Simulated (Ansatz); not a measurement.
# BiTe (Fm-3m) in Ansatz: further runs

The runs below take BiTe through single point, with PBE.

Program: Ansatz 0.2.0. These are calculated values, not measurements. Logs are shortened: lines on timing, memory, paths and dates and some standing lists are left out, and cuts for length are marked.

## Step 1: The structure

Symmetry: Fm-3m, No. 225, cubic system. The conventional cell has a = 6.470 Å, b = 6.470 Å, c = 6.470 Å, α = 90.00°, β = 90.00°, γ = 90.00°. Bi (site symmetry m-3m) is surrounded by 6 Te at 3.23 Å. Around Te (site symmetry m-3m) lie 6 Bi at 3.23 Å.

## Step 2: Single point, PBE

input.yaml

```yaml
crystal:
  lattice:
    - [0.0, 3.235, 3.235]
    - [3.235, 0.0, 3.235]
    - [3.235, 3.235, 0.0]
  atoms:
    - { symbol: Bi, position: [0.0, 0.0, 0.0] }
    - { symbol: Te, position: [0.5, 0.5, 0.5] }
hamiltonian:
  xc: pbe
  pseudopotentials: { kind: paw }
kpoints:
  mp_grid: { grid: [7, 7, 7] }
scf:
  occupations: { method: gaussian, width: 0.012 }
output:
  forces: true
  stress: true
  eigenvalues: true
```

Potentials or basis: Ansatz PAW.

On the command line:

```sh
> ansatz run input.yaml --threads 2 --pin off --max-ram 5632MiB --backend cpu --events-out ev --progress --plain --runs-dir out
```

Output:

```text
Warning: RAYON_NUM_THREADS=2 ignored (pool sized by the plan → 2); use --threads N
Engine: ansatz 0.2.0, x86_64-unknown-linux-gnu
Pseudopotentials: kind: paw
Pseudopotential: Bi, paw, valence charge 15, recommended cutoff 420 eV (normal), Bi.paw.azcp
Pseudopotential: Te, paw, valence charge 16, recommended cutoff 420 eV (normal), Te.paw.azcp
Functional definition: PBE
  parameter kappa = 0.804
  parameter beta = 0.06672455060314922
  exchange = pbe_x(kappa = kappa, mu = beta*pi^2/3)
  correlation = pbe_c(beta = beta)
Crystal: 2 atoms, lattice volume = 67.710 Å³
Basis set: ecut = 420 eV, 1363 PW (Γ), exchange–correlation on 64×64×64 points (8 copies of the dense FFT grid, shifted against one another)
Bands: 20, of which v1, the nominal top of the filled ones, is band 16 counted from 1 (15 counted from 0)
Symmetry: 48 space group operations
Space group: Fm-3m (ITA 225), of the structure as read, at distance tolerance 4.1e-5 Å
k-points: 20 of 343
Non-local potential: Bi, projectors of the file, l = 0: 2, l = 1: 2, l = 2: 2, l = 3: 2
Non-local potential: Te, projectors of the file, l = 0: 2, l = 1: 2, l = 2: 2, l = 3: 2
PAW form: soft (Blöchl's): semilocal exchange-correlation on the pseudo side does not see the compensation charge
PAW one-centre angular grid: Bi, 590 points (default); XC on 64 Gauss nodes
PAW one-centre angular grid: Te, 590 points (default); XC on 64 Gauss nodes
Initial density: superposition of atomic densities (neutral atoms: chi_scale 0, normalization atom), corrected by the library's trained network
Initial wavefunctions: pseudopotential atomic-orbital guess
Functional: x = pbe(κ = 0.804, μ = 0.2195149727645171), c = pbe(β = 0.06672455060314922)
SCF iter   1: F=—  HF=-19376.621652 eV  |F-HF|=—  |Δ(HF+E_count)|=         —  Δρ=8.57e-4  dr2=7.12e-4  ethr=1.77e-3  ⟨swp⟩=6.9  Hψ=2119  notcnv=0
preconditioner: auto → LDOS  [metal: Δε(μ)=0.008 eV  Ē_g=9.469 eV  σ=0.012 eV  W_gap=0.34  n_scr=14 (ndim 8)  ℏωp=15.0 eV  f_vac=0.012  D(μ)=11.73/eV (n_scr^D=180)  β→1.0]
SCF iter   2: F=—  HF=-19376.620022 eV  |F-HF|=—  |Δ(HF+E_count)|=   1.63e-3  Δρ=7.22e-4  dr2=3.11e-4  ethr=2.30e-6  ⟨swp⟩=3.2  Hψ=1093  notcnv=0  defer=14
SCF iter   3: F=—  HF=-19376.620016 eV  |F-HF|=—  |Δ(HF+E_count)|=   5.79e-6  Δρ=3.13e-4  dr2=1.38e-4  ethr=1.00e-6  ⟨swp⟩=2.0  Hψ=764  notcnv=0  defer=14
SCF iter   4: F=—  HF=-19376.620044 eV  |F-HF|=—  |Δ(HF+E_count)|=   2.77e-5  Δρ=2.04e-4  dr2=6.74e-5  ethr=4.46e-7  ⟨swp⟩=1.0  Hψ=386  notcnv=0  defer=14
SCF iter   5: F=—  HF=-19376.620038 eV  |F-HF|=—  |Δ(HF+E_count)|=   6.19e-6  Δρ=1.15e-4  dr2=2.38e-5  ethr=2.17e-7  ⟨swp⟩=2.2  Hψ=695  notcnv=0  defer=14
SCF iter   6: F=—  HF=-19376.620030 eV  |F-HF|=—  |Δ(HF+E_count)|=   8.15e-6  Δρ=8.38e-5  dr2=5.31e-6  ethr=7.67e-8  ⟨swp⟩=2.0  Hψ=589  notcnv=0  defer=14
SCF iter   7: F=—  HF=-19376.620031 eV  |F-HF|=—  |Δ(HF+E_count)|=   1.58e-6  Δρ=2.35e-5  dr2=7.54e-7  ethr=1.71e-8  ⟨swp⟩=2.0  Hψ=595  notcnv=0  defer=14
SCF iter   8: F=-19376.620032 eV  HF=-19376.620032 eV  |F-HF|=7.22e-8  |Δ(HF+E_count)|=   3.41e-7  Δρ=6.59e-6  dr2=1.76e-8  ethr=3.23e-10  ⟨swp⟩=6.5  Hψ=1911  notcnv=0
SCF 1 converged in 8 iterations: F = -19376.620032 eV  dr2 = 1.76e-8
SCF converged after 8 iterations
Free energy (F): -19376.620032 eV
Harris-Foulkes:  -19376.620032 eV  (|F-HF|=7.22e-8)
Internal energy: -19376.619228 eV  (E = F + TS)
E sigma→0 (E₀):  -19376.619630 eV
Entropy (-TS):   -0.000804 eV (-0.402 meV/atom)
Fermi energy:    9.859713 eV
--- Per-component energies (eV) ---
  E_band       = -363.605684
  E_kinetic    = 481.896885
  E_local      = -2761.694383  (includes V_loc(G=0)·N_el)
  E_nonlocal   = 249.916980
  E_hartree    = 1290.015599
  E_xc         = -275.617029
  E_vxc        = -248.321044  (∫ρ·V_xc dr)
  E_paw        = -15324.980941  (= ΣΔE_a)
  E_vpaw       = -665.435234  (= ΣTr[D̂ρ^β])
  E_aug_tail   = -0.000613  (compensation charges beyond the density's cutoff)
  E_ewald      = -3036.155726
  E_smearing   = -0.000804  (= −TS)
  E_closure    = -0.000000  (closes the sum)
  Σ components = -19376.620032   (vs F -19376.620032, Δ=0.00e0)
--- Forces (eV/Å), atoms counted from 1 ---
  atom   1  Bi    -0.00000000     0.00000000     0.00000000
  atom   2  Te     0.00000000    -0.00000000    -0.00000000
  max |Σ_I F_I| component: 3.50e-29 eV/Å
--- Stress (GPa, compression-positive) ---
        1.034222       0.000000       0.000000
        0.000000       1.034222       0.000000
       -0.000000       0.000000       1.034222
  P = ⅓ Tr σ = 1.0342 GPa (10.342 kbar)
--- Band table (eV; the first three rows and the last of 20) ---
  k-point 0: bands = ["-27.4207", "-27.4207", "-27.4197", "-27.4197", "-27.4197", "-13.3377", "-13.3377", "-13.3353", "-13.3353", "-13.3353", "-3.6904", "1.7107", "7.2849", "7.2849", "7.2849", "11.9805", "11.9805", "11.9805", "14.5153", "14.5153"]
  k-point 1: bands = ["-27.4206", "-27.4206", "-27.4197", "-27.4196", "-27.4196", "-13.3386", "-13.3386", "-13.3349", "-13.3341", "-13.3341", "-3.5083", "1.2680", "7.3454", "7.3454", "7.4617", "11.2111", "11.3263", "11.3263", "14.3635", "14.8801"]
  k-point 2: bands = ["-27.4206", "-27.4206", "-27.4196", "-27.4194", "-27.4194", "-13.3410", "-13.3410", "-13.3342", "-13.3312", "-13.3312", "-2.9727", "0.2246", "7.5435", "7.5435", "7.8030", "10.0286", "10.2029", "10.2029", "14.8995", "15.9118"]
  k-point 19: bands = ["-27.4208", "-27.4204", "-27.4195", "-27.4193", "-27.4189", "-13.3476", "-13.3382", "-13.3331", "-13.3304", "-13.3256", "-1.4332", "-1.0478", "4.7489", "5.3334", "7.8637", "9.9393", "13.0658", "13.9145", "14.4897", "15.6198"]
```

Run time: 0.95 s. Hardware: 2 threads of AMD EPYC 7R32 (Zen 2), shared host; peak memory 0.41 GiB.

What came out:

```
Free energy            : -19376.6200 eV
Pressure               : 1.0 GPa
Band gap on the k mesh : none (metal or under the smearing width)
```

Levels at points of the mesh, in eV from the Fermi level:
| k point | band 13 | band 14 | band 15 | band 16 | band 17 | band 18 |
| --- | --- | --- | --- | --- | --- | --- |
| (0.00, 0.00, 0.00) | -2.57 | -2.57 | -2.57 | 2.12 | 2.12 | 2.12 |

Caveat: spin-orbit coupling is left out, which moves the levels of the heavy elements.

## Step 3: Single point, PBE

input.yaml: that of step 2 with these lines changed.

```diff
@@ -14,3 +14,3 @@
 scf:
-  occupations: { method: gaussian, width: 0.012 }
+  occupations: { method: gaussian, width: 0.013 }
 output:
```

Potentials or basis: Ansatz PAW.

On the command line:

```sh
> ansatz run input.yaml --threads 2 --pin off --max-ram 5632MiB --backend cpu --events-out ev --progress --plain --runs-dir out
```

Wall time 1 s (2 threads of AMD EPYC 7R32 (Zen 2), shared host); peak memory 0.4 GiB.

It converged, with:

```
Free energy            : -19376.6201 eV
Pressure               : 1.0 GPa
Band gap on the k mesh : none (metal or under the smearing width)
```

Levels at points of the mesh, in eV from the Fermi level:
```
           k point  band 12  band 13  band 14  band 15  band 16  band 17  band 18  band 19
(0.00, 0.00, 0.00)    -8.15    -2.58    -2.58    -2.58     2.12     2.12     2.12     4.66
```

Caveat: spin-orbit coupling is left out, which moves the levels of the heavy elements.

## Step 4: Single point, PBE

input.yaml: that of step 3 with these lines changed.

```diff
@@ -14,3 +14,3 @@
 scf:
-  occupations: { method: gaussian, width: 0.013 }
+  occupations: { method: gaussian, width: 0.014 }
 output:
```

Potentials or basis: Ansatz PAW.

On the command line:

```sh
> ansatz run input.yaml --threads 2 --pin off --max-ram 5632MiB --backend cpu --events-out ev --progress --plain --runs-dir out
```

Output:

```text
Warning: RAYON_NUM_THREADS=2 ignored (pool sized by the plan → 2); use --threads N
Engine: ansatz 0.2.0, x86_64-unknown-linux-gnu
Pseudopotentials: kind: paw
Pseudopotential: Bi, paw, valence charge 15, recommended cutoff 420 eV (normal), Bi.paw.azcp
Pseudopotential: Te, paw, valence charge 16, recommended cutoff 420 eV (normal), Te.paw.azcp
Functional definition: PBE
  parameter kappa = 0.804
  parameter beta = 0.06672455060314922
  exchange = pbe_x(kappa = kappa, mu = beta*pi^2/3)
  correlation = pbe_c(beta = beta)
Crystal: 2 atoms, lattice volume = 67.710 Å³
Basis set: ecut = 420 eV, 1363 PW (Γ), exchange–correlation on 64×64×64 points (8 copies of the dense FFT grid, shifted against one another)
Bands: 20, of which v1, the nominal top of the filled ones, is band 16 counted from 1 (15 counted from 0)
Symmetry: 48 space group operations
Space group: Fm-3m (ITA 225), of the structure as read, at distance tolerance 4.1e-5 Å
k-points: 20 of 343
Non-local potential: Bi, projectors of the file, l = 0: 2, l = 1: 2, l = 2: 2, l = 3: 2
Non-local potential: Te, projectors of the file, l = 0: 2, l = 1: 2, l = 2: 2, l = 3: 2
PAW form: soft (Blöchl's): semilocal exchange-correlation on the pseudo side does not see the compensation charge
PAW one-centre angular grid: Bi, 590 points (default); XC on 64 Gauss nodes
PAW one-centre angular grid: Te, 590 points (default); XC on 64 Gauss nodes
Initial density: superposition of atomic densities (neutral atoms: chi_scale 0, normalization atom), corrected by the library's trained network
Initial wavefunctions: pseudopotential atomic-orbital guess
Functional: x = pbe(κ = 0.804, μ = 0.2195149727645171), c = pbe(β = 0.06672455060314922)
SCF iter   1: F=—  HF=-19376.621795 eV  |F-HF|=—  |Δ(HF+E_count)|=         —  Δρ=8.67e-4  dr2=7.36e-4  ethr=1.77e-3  ⟨swp⟩=6.9  Hψ=2119  notcnv=0
preconditioner: auto → LDOS  [metal: Δε(μ)=0.008 eV  Ē_g=9.469 eV  σ=0.014 eV  W_gap=0.29  n_scr=14 (ndim 8)  ℏωp=15.0 eV  f_vac=0.012  D(μ)=10.34/eV (n_scr^D=168)  β→1.0]
SCF iter   2: F=—  HF=-19376.620178 eV  |F-HF|=—  |Δ(HF+E_count)|=   1.62e-3  Δρ=7.20e-4  dr2=3.15e-4  ethr=2.37e-6  ⟨swp⟩=3.2  Hψ=1099  notcnv=0  defer=14
SCF iter   3: F=—  HF=-19376.620158 eV  |F-HF|=—  |Δ(HF+E_count)|=   1.93e-5  Δρ=3.09e-4  dr2=1.38e-4  ethr=1.02e-6  ⟨swp⟩=2.0  Hψ=692  notcnv=0  defer=14
SCF iter   4: F=—  HF=-19376.620176 eV  |F-HF|=—  |Δ(HF+E_count)|=   1.81e-5  Δρ=1.98e-4  dr2=6.33e-5  ethr=4.45e-7  ⟨swp⟩=1.0  Hψ=386  notcnv=0  defer=14
SCF iter   5: F=—  HF=-19376.620174 eV  |F-HF|=—  |Δ(HF+E_count)|=   2.31e-6  Δρ=1.08e-4  dr2=2.04e-5  ethr=2.04e-7  ⟨swp⟩=2.1  Hψ=680  notcnv=0  defer=14
SCF iter   6: F=—  HF=-19376.620167 eV  |F-HF|=—  |Δ(HF+E_count)|=   7.03e-6  Δρ=7.01e-5  dr2=3.55e-6  ethr=6.58e-8  ⟨swp⟩=2.0  Hψ=589  notcnv=0  defer=14
SCF iter   7: F=—  HF=-19376.620168 eV  |F-HF|=—  |Δ(HF+E_count)|=   1.21e-6  Δρ=1.80e-5  dr2=4.14e-7  ethr=1.14e-8  ⟨swp⟩=2.0  Hψ=554  notcnv=0  defer=14
SCF iter   8: F=-19376.620168 eV  HF=-19376.620168 eV  |F-HF|=3.08e-8  |Δ(HF+E_count)|=   2.43e-7  Δρ=4.77e-6  dr2=8.59e-9  ethr=3.23e-10  ⟨swp⟩=6.5  Hψ=1909  notcnv=0
SCF 1 converged in 8 iterations: F = -19376.620168 eV  dr2 = 8.59e-9
SCF converged after 8 iterations
Free energy (F): -19376.620168 eV
Harris-Foulkes:  -19376.620168 eV  (|F-HF|=3.08e-8)
Internal energy: -19376.619193 eV  (E = F + TS)
E sigma→0 (E₀):  -19376.619681 eV
Entropy (-TS):   -0.000976 eV (-0.488 meV/atom)
Fermi energy:    9.860133 eV
--- Per-component energies (eV) ---
  E_band       = -363.603329
  E_kinetic    = 481.897070
  E_local      = -2761.698176  (includes V_loc(G=0)·N_el)
  E_nonlocal   = 249.917806
  E_hartree    = 1290.021150
  E_xc         = -275.613918
  E_vxc        = -248.317710  (∫ρ·V_xc dr)
  E_paw        = -15324.986785  (= ΣΔE_a)
  E_vpaw       = -665.443654  (= ΣTr[D̂ρ^β])
  E_aug_tail   = -0.000613  (compensation charges beyond the density's cutoff)
  E_ewald      = -3036.155726
  E_smearing   = -0.000976  (= −TS)
  E_closure    = -0.000000  (closes the sum)
  Σ components = -19376.620168   (vs F -19376.620168, Δ=0.00e0)
--- Forces (eV/Å), atoms counted from 1 ---
  atom   1  Bi    -0.00000000     0.00000000     0.00000000
  atom   2  Te     0.00000000    -0.00000000    -0.00000000
  max |Σ_I F_I| component: 3.93e-29 eV/Å
--- Stress (GPa, compression-positive) ---
        1.025084       0.000000      -0.000000
        0.000000       1.025084       0.000000
        0.000000      -0.000000       1.025084
  P = ⅓ Tr σ = 1.0251 GPa (10.251 kbar)
--- Band table (eV; the first three rows and the last of 20) ---
  k-point 0: bands = ["-27.4213", "-27.4213", "-27.4204", "-27.4204", "-27.4204", "-13.3369", "-13.3369", "-13.3345", "-13.3345", "-13.3345", "-3.6902", "1.7109", "7.2849", "7.2849", "7.2849", "11.9807", "11.9807", "11.9807", "14.5154", "14.5154"]
  k-point 1: bands = ["-27.4213", "-27.4213", "-27.4204", "-27.4203", "-27.4203", "-13.3378", "-13.3378", "-13.3341", "-13.3333", "-13.3333", "-3.5081", "1.2681", "7.3454", "7.3454", "7.4617", "11.2113", "11.3265", "11.3265", "14.3637", "14.8802"]
  k-point 2: bands = ["-27.4212", "-27.4212", "-27.4203", "-27.4201", "-27.4201", "-13.3402", "-13.3402", "-13.3334", "-13.3304", "-13.3304", "-2.9726", "0.2248", "7.5434", "7.5434", "7.8031", "10.0288", "10.2032", "10.2032", "14.8998", "15.9120"]
  k-point 19: bands = ["-27.4214", "-27.4210", "-27.4202", "-27.4200", "-27.4196", "-13.3468", "-13.3373", "-13.3323", "-13.3297", "-13.3248", "-1.4333", "-1.0473", "4.7490", "5.3334", "7.8637", "9.9395", "13.0659", "13.9146", "14.4900", "15.6200"]
```

It took 1 s on 2 threads of AMD EPYC 7R32 (Zen 2), shared host; peak memory 0.4 GiB.

What came out:

- Free energy: -19376.6202 eV
- Pressure: 1.0 GPa
- Band gap on the k mesh: none (metal or under the smearing width)

Caveat: spin-orbit coupling is left out, which moves the levels of the heavy elements.

## Step 5: The runs side by side

| smearing | gap on the mesh (eV) | pressure (GPa) |
| --- | --- | --- |
| gaussian 0.012 eV | none | 1.0 |
| gaussian 0.013 eV | none | 1.0 |
| gaussian 0.014 eV | none | 1.0 |

Alike in all rows: task single point; level PBE; potentials or basis Ansatz PAW; no spin polarisation; cell as given; k mesh 7 × 7 × 7; cutoff (eV) 420.

Every run on the cell as given and a fine mesh finds a metal.

Caveats: spin-orbit coupling is left out, which moves the levels of the heavy elements.

Total energies depend on the potentials used, so only differences within one code and one set of settings carry meaning.
